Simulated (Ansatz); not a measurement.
# AlSn in Ansatz: the effect of functional

Crystal: AlSn.

```
CELL_PARAMETERS angstrom
4.28044 0.00000 0.00000
-2.14022 3.70697 0.00000
0.00000 0.00000 3.37170
ATOMIC_POSITIONS crystal
Sn 0.33333 0.66667 0.50000
Al 0.00000 0.00000 0.00000
```

The cell comes from a database or a generator and needn't be the stable form of this composition.

The cell isn't the ideal one: volume scaled by 1.06.

Alike in all runs:

```yaml
Program: Ansatz 0.2.0
Task: single point
Potentials_or_basis: Ansatz PAW
k_mesh: 7 × 7 × 8
Occupations: fermi-dirac, width 0.05 eV
Spin: no spin polarisation
```

| functional | cutoff | pressure (GPa) |
| --- | --- | --- |
| LDA | 420 eV (not typed: the program's choice for these potentials) | ? |
| PBEsol | 420 eV (not typed: the program's choice for these potentials) | -4.2 |
| r2SCAN | 500 eV (not typed: the program's choice for these potentials) | -3.7 |

Task: What does the run with functional LDA give?

Result: Pressure -5.2 GPa.

Caveats: the PAW data sets come from PBE, with cores solved anew for the run's functional, which leaves a small shift of forces and pressure.

Runs at the PBE level aren't shown here.
